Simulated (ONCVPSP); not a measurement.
# Cu: generating and testing an ONCV potential

Aim: build the potential from the settings below, then test how well it stands in for the atom: other configurations, scattering, ghost states and the plane-wave cutoff that it needs.

The numbers are computed with ONCVPSP 4.0.1 (PBE, scalar-relativistic, spin-unpolarised reference atom).

## (1) Starting point

Typed settings, in words:

```
element                 : copper (Cu, Z = 29)
type                    : optimised norm-conserving Vanderbilt (ONCV)
frozen core             : [Ne]
valence charge          : 19
reference configuration : 3s2 3p6 3d10 4s1
partial waves           : 3s+4s: rc 1.05 bohr, ncon 4, nbas 7, qcut 11.1 1/bohr, 3 projectors, debl 0.6 Ha; 3p: rc 0.80 bohr, ncon 4, nbas 8, qcut 12 1/bohr, 2 projectors, debl 1 Ha; 3d: rc 1.10 bohr, ncon 4, nbas 8, qcut 12 1/bohr, 2 projectors, debl 1 Ha
local potential         : polynomial inside 0.65 bohr (lpopt 3, dvloc0 4 Ha)
core correction         : not asked for
```

The nodes and maxima of the atom's own shells, from an earlier all-electron run, set the scale for the radii.

All-electron outer shells of the reference configuration (PBE, scalar-relativistic, ld1.x):

```tsv
shell	level (eV)	outermost node (bohr)	outermost maximum (bohr)
2p	-916.98	–	0.16
3s	-114.70	0.29	0.61
3p	-72.14	0.26	0.62
3d	-5.04	–	0.60
4s	-4.61	0.89	2.27
4p	-0.70	0.97	3.65
```

## (2) Generating the potential

Contents of Cu.dat:

```
# ATOM AND REFERENCE CONFIGURATION
# atsym  z   nc   nv     iexc    psfile
  Cu 29.00    3    4        4      upf
#
#   n    l    f
    1    0    2.00
    2    0    2.00
    2    1    6.00
    3    0    2.00
    3    1    6.00
    3    2   10.00
    4    0    1.00
#
# PSEUDOPOTENTIAL AND OPTIMIZATION
# lmax
    2
#
#   l,   rc,      ep,       ncon, nbas, qcut
    0    1.05    0.00    4    7   11.10
    1    0.80    0.00    4    8   12.00
    2    1.10    0.00    4    8   12.00
#
# LOCAL POTENTIAL
# lloc, lpopt,  rc(5),   dvloc0
    4    3    0.65    4.00
#
# VANDERBILT-KLEINMAN-BYLANDER PROJECTORs
# l, nproj, debl
    0    3    0.60
    1    2    1.00
    2    2    1.00
#
# MODEL CORE CHARGE
# icmod, fcfact, rcfact
    0    0.00    0.00
#
# LOG DERIVATIVE ANALYSIS
# epsh1, epsh2, depsh
   -6.00    5.00    0.04
#
# OUTPUT GRID
# rlmax, drl
    6.00    0.01
#
# TEST CONFIGURATIONS
# ncnf
    4
# nvcnf
#   n    l    f
    4
    3    0    2.00
    3    1    6.00
    3    2   10.00
    4    0    0.00
#
    4
    3    0    2.00
    3    1    6.00
    3    2    9.00
    4    0    0.00
#
    4
    3    0    2.00
    3    1    6.00
    3    2    8.00
    4    0    0.00
#
    4
    3    0    2.00
    3    1    6.00
    3    2    9.00
    4    0    1.00
#
```

On the command line:

```console
$ oncvpsp.x < Cu.dat > Cu.out
```

The output, Cu.out (without the consistency checks and plot data):

```text
ONCVPSP  (Optimized Norm-Conservinng Vanderbilt PSeudopotential)
scalar-relativistic version 4.0.1

#   n    l    f        energy (Ha)
    1    0    2.00    -3.2527452E+02
    2    0    2.00    -3.9045224E+01
    2    1    6.00    -3.3698282E+01
    3    0    2.00    -4.2152924E+00
    3    1    6.00    -2.6512387E+00
    3    2   10.00    -1.8516466E-01
    4    0    1.00    -1.6941097E-01

Reference configufation results
  iterations    31
  all-electron total energy (Ha)   -1.65484922D+03

Begin loop to  construct optimized pseudo wave functions
and semi-local pseudopoentials for all angular momenta

   Wellstate for l =  0  n =  5
     eigenvalue =   0.4306
     asymptotic potential =   0.9306
     half-point radius =  5.7571

Calculating optimized projector #   1

 for l=   0

    Fraction of norm inside rc  0.891775
    Optimizing pswf for qcut=  11.11 a_B^-1,  ecut=  61.70 Ha
    Residual kinetic energy error=  1.78D-05 Ha

    Energy error per electron        Cutoff
         Ha          eV             Ha
         0.01000     0.27211       37.46
         0.00100     0.02721       47.83
         0.00010     0.00272       55.63
         0.00001     0.00027       76.82

Calculating optimized projector #   2

 for l=   0

    Fraction of norm inside rc  0.023351
    Optimizing pswf for qcut=  11.11 a_B^-1,  ecut=  61.70 Ha
    Residual kinetic energy error=  5.49D-06 Ha

    Energy error per electron        Cutoff
         Ha          eV             Ha
         0.01000     0.27211       19.38
         0.00100     0.02721       39.21
         0.00010     0.00272       50.80
         0.00001     0.00027       59.33

Calculating optimized projector #   3

 for l=   0

    Fraction of norm inside rc  0.017830
    Optimizing pswf for qcut=  11.11 a_B^-1,  ecut=  61.70 Ha
    Residual kinetic energy error=  5.15D-06 Ha

    Energy error per electron        Cutoff
         Ha          eV             Ha
         0.01000     0.27211       12.20
         0.00100     0.02721       38.61
         0.00010     0.00272       50.64
         0.00001     0.00027       59.24

WARNING wellstate: negative energy specified for n= 4 l=  1
WARNING scattering state with energy  0.25000000
WARNING will be used for the first projector

   Wellstate for l =  1  n =  4
     eigenvalue =   0.2500
     asymptotic potential =   0.7500
     half-point radius =  3.6038

Calculating optimized projector #   1

 for l=   1

    Fraction of norm inside rc  0.627218
    Optimizing pswf for qcut=  11.99 a_B^-1,  ecut=  71.83 Ha
    Residual kinetic energy error=  2.49D-04 Ha

    Energy error per electron        Cutoff
         Ha          eV             Ha
         0.01000     0.27211       33.45
         0.00100     0.02721       42.82
         0.00010     0.00272      163.46
         0.00001     0.00027      313.13

Calculating optimized projector #   2

 for l=   1

    Fraction of norm inside rc  0.031435
    Optimizing pswf for qcut=  11.99 a_B^-1,  ecut=  71.83 Ha
    Residual kinetic energy error=  2.33D-05 Ha

    Energy error per electron        Cutoff
         Ha          eV             Ha
         0.01000     0.27211       24.82
         0.00100     0.02721       34.23
         0.00010     0.00272       43.76
         0.00001     0.00027       86.45

   Wellstate for l =  2  n =  4
     eigenvalue =   0.8148
     asymptotic potential =   1.3148
     half-point radius =  3.5387

Calculating optimized projector #   1

 for l=   2

    Fraction of norm inside rc  0.656425
    Optimizing pswf for qcut=  11.99 a_B^-1,  ecut=  71.92 Ha
    Residual kinetic energy error=  3.57D-04 Ha

    Energy error per electron        Cutoff
         Ha          eV             Ha
         0.01000     0.27211       57.43
         0.00100     0.02721       67.13
         0.00010     0.00272      142.19
         0.00001     0.00027      289.07

Calculating optimized projector #   2

 for l=   2

    Fraction of norm inside rc  0.088743
    Optimizing pswf for qcut=  11.99 a_B^-1,  ecut=  71.92 Ha
    Residual kinetic energy error=  1.17D-04 Ha

    Energy error per electron        Cutoff
         Ha          eV             Ha
         0.01000     0.27211       51.73
         0.00100     0.02721       63.14
         0.00010     0.00272       72.91
         0.00001     0.00027      132.03

Construct Vanderbilt / Kleinmman-Bylander projectors

B matrix Hermiticity error, ll=   0
   1   2    4.3112E-04
   1   3   -4.3783E-04
   2   3    1.3313E-05

  Orthonormal projector coefficients -4.7799E+02  1.8595E+01  3.5159E+00

B matrix Hermiticity error, ll=   1
   1   2    3.5237E-04

  Orthonormal projector coefficients  8.2012E+00  2.2054E+00

B matrix Hermiticity error, ll=   2
   1   2    1.1953E-04

  Orthonormal projector coefficients -9.9849E+00 -3.8910E+00

Pseudoatom total energy -194.493661

Diagnostic tests using Vanderbilt-Kleinman-Bylander pseudopotentials
  1 or more projectors used as specified by nproj input data

   l    rcore       rmatch      e in        delta e   norm test  slope test

   0   1.0520890   1.0840327  -4.2152924   0.0000004   1.0002284   1.0002288
   0   1.0520890   1.0840327  -0.1694110   0.0000080   1.0000846   1.0000698
   0   1.0520890   1.0840327   0.4305890   0.0000759   1.0005096   1.0005096

   1   0.8037914   0.8281963  -2.6512387  -0.0000651   1.0002203   1.0002961
   1   0.8037914   0.8281963   0.2500000   0.0000416   1.0004933   1.0004933

   2   1.1036626   1.1371722  -0.1851647  -0.0000055   1.0001376   1.0001404
   2   1.1036626   1.1371722   0.8148353  -0.0000063   1.0002910   1.0002910

 Testing for bound ghosts
   n   l    E NL Schr. Eq   E Basis Diag.   E Cutoff

       0                     -387.738259    237.98  WARNING - GHOST(-)
   1   0       -4.215292       -4.215270    237.98
   2   0       -0.169403        0.191571    237.98

   2   1       -2.651304       -2.646671    467.65

   3   2       -0.185170       -0.169754    282.67

 Testing for highly-localized positive-energy ghosts
       l    <radius>/rc     E Basis Diag.   E Cutoff

       0        0.217532       64.078279    237.98  WARNING - GHOST(+)

Test configuration 0

   n   l     f        eae           eps        diff
   1   0  2.0000 -325.27451999
   2   0  2.0000  -39.04522397
   2   1  6.0000  -33.69828223
   3   0  2.0000   -4.21529237   -4.21529195    4.20D-07
   3   1  6.0000   -2.65123870   -2.65130379   -6.51D-05
   3   2 10.0000   -0.18516466   -0.18517018   -5.52D-06
   4   0  1.0000   -0.16941097   -0.16940295    8.01D-06

    Total energies and differences
      AE_ref= -1.65484922D+03  AE_tst= -1.65484922D+03  dif=  0.00D+00
      PS_ref= -1.94493661D+02  PS_tst= -1.94493661D+02  dif= -2.27D-13
      PSP excitation error=  2.27D-13

Test configuration 1

   n   l     f        eae           eps        diff
   1   0  2.0000 -325.59186900
   2   0  2.0000  -39.35290449
   2   1  6.0000  -34.00678728
   3   0  2.0000   -4.53200588   -4.53140551    6.00D-04
   3   1  6.0000   -2.96913099   -2.96867259    4.58D-04
   3   2 10.0000   -0.50194273   -0.50199142   -4.87D-05

    Total energies and differences
      AE_ref= -1.65484922D+03  AE_tst= -1.65454971D+03  dif=  3.00D-01
      PS_ref= -1.94493661D+02  PS_tst= -1.94194261D+02  dif=  2.99D-01
      PSP excitation error=  1.13D-04

Test configuration 2

   n   l     f        eae           eps        diff
   1   0  2.0000 -326.21755518
   2   0  2.0000  -39.99094519
   2   1  6.0000  -34.64342349
   3   0  2.0000   -5.15541721   -5.15532030    9.69D-05
   3   1  6.0000   -3.58743895   -3.58753730   -9.83D-05
   3   2  9.0000   -1.08881248   -1.08876842    4.41D-05

    Total energies and differences
      AE_ref= -1.65484922D+03  AE_tst= -1.65376575D+03  dif=  1.08D+00
      PS_ref= -1.94493661D+02  PS_tst= -1.93410188D+02  dif=  1.08D+00
      PSP excitation error= -4.26D-06

Test configuration 3

psatom: WARNING lschvkbb convergence error n,l,iter=   3   2   3
ea(ii),et,emin,emax -1.851702E-01 -2.036872E-01 -2.036872E-01 -2.036872E-01
run_config: WARNING for fully non-local PS atom, stg. 1
 WARNING no output for configuration 4

Test configuration 4

   n   l     f        eae           eps        diff
   1   0  2.0000 -325.81263456
   2   0  2.0000  -39.59730067
   2   1  6.0000  -34.24885343
   3   0  2.0000   -4.75494132   -4.75515528   -2.14D-04
   3   1  6.0000   -3.18662909   -3.18698921   -3.60D-04
   3   2  9.0000   -0.69298089   -0.69267168    3.09D-04
   4   0  1.0000   -0.49961358   -0.49973005   -1.16D-04

    Total energies and differences
      AE_ref= -1.65484922D+03  AE_tst= -1.65442365D+03  dif=  4.26D-01
      PS_ref= -1.94493661D+02  PS_tst= -1.94068224D+02  dif=  4.25D-01
      PSP excitation error=  1.33D-04
```

Run time: 3.8 s. Hardware: 1 thread of Intel Xeon Platinum 8488C, shared host.

The projector energies used in the p channel were -2.651, 0.250 Ha; the program set a typed value aside.

All-electron and pseudo partial waves u(r) = r·R(r), from the program's wave files:

```tsv
r (bohr)	3p AE	3p PS	3d AE	3d PS
0.055	-0.3710	0.0267	0.0255	0.0035
0.110	-0.6437	0.1031	0.1267	0.0266
0.165	-0.5675	0.2219	0.2792	0.0843
0.220	-0.2704	0.3724	0.4448	0.1837
0.275	0.1029	0.5417	0.5981	0.3216
0.330	0.4607	0.7150	0.7262	0.4856
0.385	0.7581	0.8774	0.8253	0.6573
0.440	0.9803	1.0162	0.8962	0.8168
0.495	1.1283	1.1236	0.9416	0.9468
0.550	1.2115	1.1955	0.9653	1.0362
0.605	1.2433	1.2308	0.9719	1.0820
0.660	1.2355	1.2301	0.9655	1.0870
0.715	1.1995	1.1983	0.9495	1.0595
0.770	1.1444	1.1441	0.9266	1.0109
0.825	1.0770	1.0768	0.8991	0.9532
0.880	1.0031	1.0029	0.8687	0.8967
0.935	0.9265	0.9263	0.8367	0.8473
0.990	0.8501	0.8499	0.8039	0.8063
1.045	0.7756	0.7755	0.7710	0.7711
1.100	0.7046	0.7044	0.7386	0.7384
1.155	0.6377	0.6375	0.7068	0.7067
1.210	0.5753	0.5752	0.6760	0.6759
1.265	0.5177	0.5176	0.6463	0.6462
1.320	0.4648	0.4647	0.6177	0.6176
1.375	0.4165	0.4164	0.5904	0.5903
1.430	0.3727	0.3726	0.5643	0.5642
```

## (3) Transferability, from the output's test configurations

1 test gave no usable energy difference (3s2 3p6 3d8 4s0).

Energies count from the reference configuration 3s2 3p6 3d10 4s1; the error is all-electron less pseudo.

| valence configuration | charge | ΔE all-electron (eV) | error AE − PS (meV) |
| --- | --- | --- | --- |
| 3s2 3p6 3d10 4s0 | +1 | 8.150 | +3.1 |
| 3s2 3p6 3d9 4s0 | +2 | 29.483 | -0.1 |
| 3s2 3p6 3d9 4s1 | +1 | 11.580 | +3.6 |

## (4) Logarithmic derivatives

Taken from the files of the generation run. The phase is arctan(r·R′/R) of the radial function R, unwrapped, with energies in Ha. A pole is an energy at which the radial function vanishes at the test radius. The pseudo phase is shifted by a multiple of π to meet the all-electron one at the reference energy. Levels narrower than the energy grid can be missing from the poles. The last column is the largest difference on the grid between −0.5 and +0.5 Ha.

```tsv
channel	radius (bohr)	reference (Ha)	poles AE	poles PS	window around the reference with phases within 0.05 rad (Ha)	largest difference near zero (rad)
s	1.06	-0.17	-2.67	-2.67	the whole range	0.000
p	0.81	-2.65	3.29	3.29	the whole range	0.000
d	1.12	-0.19	1.31	1.31	the whole range	0.000
```

Phases (rad) along the scan:

```tsv
E (Ha)	s AE	s PS	p AE	p PS
-5.96	0.161	0.161	0.067	0.067
-5.40	-0.484	-0.484	-0.187	-0.187
-4.84	-0.983	-0.983	-0.440	-0.440
-4.28	-1.255	-1.255	-0.665	-0.665
-3.72	-1.409	-1.409	-0.848	-0.848
-3.16	-1.508	-1.508	-0.993	-0.993
-2.60	-1.579	-1.579	-1.105	-1.105
-2.04	-1.635	-1.635	-1.195	-1.195
-1.48	-1.682	-1.682	-1.266	-1.266
-0.92	-1.726	-1.726	-1.324	-1.324
-0.36	-1.768	-1.768	-1.373	-1.373
0.20	-1.811	-1.811	-1.415	-1.415
0.76	-1.858	-1.858	-1.450	-1.450
1.32	-1.912	-1.912	-1.482	-1.482
1.88	-1.976	-1.976	-1.510	-1.510
2.44	-2.056	-2.056	-1.536	-1.536
3.00	-2.161	-2.161	-1.559	-1.559
3.56	-2.305	-2.305	-1.581	-1.581
4.12	-2.510	-2.510	-1.602	-1.602
4.68	-2.797	-2.797	-1.622	-1.622
```

## (5) Plane-wave cutoff and ghosts

From the same output: the cutoffs (Ha) at which the residual kinetic energy of the hardest occupied pseudo-wave falls to 1 and 0.1 mHa per electron are 67 Ha and 163 Ha.

The program's own ghost test: GHOST(-) flagged for s at -10550.9 eV; GHOST(+) flagged for s at 1743.7 eV.

Cutoff (Ha) at which the first wave of each channel reaches a given error (Ha per electron):

```tsv
error	s	p	d
1.0e-02	37.5	33.4	57.4
3.2e-03	43.1	38.0	62.4
1.0e-03	47.8	42.8	67.1
3.2e-04	52.1	67.6	74.0
1.0e-04	55.6	163.5	142.2
3.2e-05	59.4	282.4	194.9
1.0e-05	76.8	313.1	289.1
```

## (6) Outcome

| quantity | value |
| --- | --- |
| cutoffs for 1 and 0.1 mHa per electron, occupied waves | 67 Ha and 163 Ha |
| bound ghosts | s at -10550.90 eV |
| GHOST(+) flags | s at 1744 eV |
| largest test error (AE − PS) | +3.6 meV, for 3s2 3p6 3d9 4s1 (1 test unsolved) |
| largest phase difference near zero energy, channels read | 0.000 rad |
| projector energies reset by the program | p: -2.651, 0.250 Ha |

A bound ghost (s) makes it unfit for use: electrons can fall into a state that the atom doesn't have. By total energies transferability is very good where solved: the largest error is 3.6 meV on 11.6 eV, for 3s2 3p6 3d9 4s1. Atomic tests can pass in spite of a ghost, since they solve only for the levels asked. Of the tests 1 gave no usable energy difference, which is a warning in itself. By its cutoff, 67 Ha for the looser tolerance, it is very hard. At the looser tolerance the 3d wave is the slowest; 3s needs 48 Ha. Near zero energy the phases of the channels with partial waves agree within 0.001 rad. The program also flags highly localised states, GHOST(+) (s). All of this concerns the isolated atom, not yet a solid.
